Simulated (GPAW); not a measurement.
**Be2Si in GPAW: convergence with smearing width (eV)**

Input of the first run (smearing width (eV) 0.5); the others differ in this setting and in those tied to it:

The input run.py:

```python
from ase.dft.bandgap import bandgap
from ase.io import read, write
from ase.units import GPa
from gpaw import GPAW, PW

atoms = read('POSCAR')

calc = GPAW(mode=PW(800),
            xc='PBE',
            kpts={'size': (9, 9, 9), 'gamma': True},
            occupations={'name': 'marzari-vanderbilt', 'width': 0.5},
            nbands=12,
            convergence={'density': 1e-05, 'energy': 1e-05},
            maxiter=100,
            txt='gpaw.txt')
atoms.calc = calc
energy = atoms.get_potential_energy()
forces = atoms.get_forces()
stress = atoms.get_stress()
calc.write('gs.gpw')
write('result.traj', atoms)
print(f'Energy: {energy:.6f} eV')
print('Forces (eV/A):')
print(forces.round(4))
print('Stress (GPa):', (stress / GPa).round(3))
print('Fermi level:', round(calc.get_fermi_level(), 4), 'eV')
print(f'Gap: {bandgap(calc)[0]:.4f} eV, direct: {bandgap(calc, direct=True)[0]:.4f} eV')
```

Contents of POSCAR:

```
Be2Si
1.0
    0.0000000000      2.6400000000      2.6400000000
    2.6400000000      0.0000000000      2.6400000000
    2.6400000000      2.6400000000      0.0000000000
Si Be
1 2
Direct
    0.0000000000      0.0000000000      0.0000000000
    0.2500000000      0.2500000000      0.2500000000
    0.7500000000      0.7500000000      0.7500000000
```

Potentials or basis: GPAW PAW data sets (gpaw-data 1.2.1), pw.

Launch:

```sh
$ OMP_NUM_THREADS=1 python run.py
```

The cell comes from a database or a generator and needn't be the stable form of this composition.

Hardware: 1 thread of Arm Neoverse V2, on a shared host.

```csv
smearing width (eV),"energy less the tightest run, at zero smearing (meV/atom)",SCF cycles,CPU time (s),peak memory (GiB)
0.5,-0.82,9,12,0.16
0.3,-0.24,9,12,0.16
0.2,-0.04,9,12,0.16
0.15,-0.03,9,12,0.16
0.1,-0.07,9,12,0.16
0.05,-0.06,9,12,0.16
0.025,-0.03,9,12,0.16
0.01,0.00,9,11,0.16
```

Against the tightest run, the energy stays within 1 meV/atom from 0.5 on. Narrower smearing needs a denser k mesh, so at a fixed mesh the narrowest width isn't the most accurate. The tightest run that finished is the yardstick and may itself not be fully converged.

Caveat, for the tightest run too: this smearing can pin the Fermi level at a band edge.
